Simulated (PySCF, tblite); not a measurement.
# C₆H₇O₃ radical: geometry, infrared bands and EPR parameters

Wanted: the infrared bands and EPR parameters of C₆H₇O₃ radical (`CO[C](O)C1=CCC1=O`), by calculation.

Computed with tblite 0.8.0 and PySCF 2.14.0, with density-fitted response routines of our own, on a single molecule in the gas phase. Atoms count from 0, in the outputs and in this text.

### 1 Starting geometry

16 atoms, charge 0, multiplicity 2; geometry from: force field or distance geometry start.

Bonds of the start (Å): C0–O1 1.43, O1–C2 1.35, C2–O3 1.39, C2–C4 1.53, C4–C5 1.35, C5–C6 1.53, C6–C7 1.54, C7–O8 1.21, C7–C4 1.46, C0–H9 1.09, C0–H10 1.10, C0–H11 1.09, O3–H12 0.97, C5–H13 1.09, C6–H14 1.09, C6–H15 1.11.

### 2 Optimising the geometry with GFN2-xTB

Job settings and geometry (Å):

```
{"job": {"kind": "relax", "xc": "GFN2-xTB", "basis": "xTB"}, "charge": 0, "multiplicity": 2}
C      2.984400    -0.423500    -0.203100
O      1.673500    -0.700200     0.298800
C      0.733500     0.152600    -0.163300
O      0.982900     1.189100    -1.047500
C     -0.702800    -0.058800     0.323500
C     -1.407000    -0.881700     1.122500
C     -2.726600    -0.167600     0.847600
C     -1.865000     0.739400    -0.052400
O     -2.016300     1.689800    -0.784700
H      3.668600    -1.149700     0.228000
H      2.997700    -0.527600    -1.294000
H      3.302200     0.576600     0.099600
H      0.170200     1.684400    -1.250200
H     -1.123500    -1.732600     1.738800
H     -3.491500    -0.735800     0.316700
H     -3.187900     0.354400     1.707300
```

On the command line:

```console
$ OMP_NUM_THREADS=1 python probes_run.py task.json out
```

The driver reads the jobs from task.json and runs them one after another.

**Question.** This job is followed by: GFN2-xTB harmonic vibrations, gas phase; UKS B3LYP, pcH-1 on C H O, non-relativistic, mean-field spin-orbit, GIAO. What will the session give for the following? strongest single infrared mode (GFN2-xTB); zero-point energy (GFN2-xTB); g(iso) (B3LYP); ⟨S²⟩; largest a(iso) (averaged by class); surface potential, 1st and 99th percentile.

As calculated:

| quantity | value |
| --- | --- |
| strongest single infrared mode (GFN2-xTB) | 1808 cm⁻¹, 513 km/mol |
| zero-point energy (GFN2-xTB) | 73.4 kcal/mol |
| g(iso) (B3LYP) | 2.00292 |
| ⟨S²⟩ | 0.769 (exact 0.75) |
| largest a(iso) (averaged by class) | 13C on C5, 66.9 MHz |
| surface potential, 1st and 99th percentile | -1.56 V and 1.18 V |

In words: Over 34 steps the energy fell by 0.524 eV; of the close pairs, C2–C4 changed most, 1.531 to 1.382 Å. No mode is imaginary among the 42: a minimum at this level. The strongest single mode, at 1808 cm⁻¹, moves mainly C7. GFN2-xTB is a fitted tight-binding method: band positions and strengths are rough. Its intensities can rank the bands wrongly. C5 carries the largest spin population, 0.74 e. The isotropic g lies 0.6 ppt above the free-electron value.
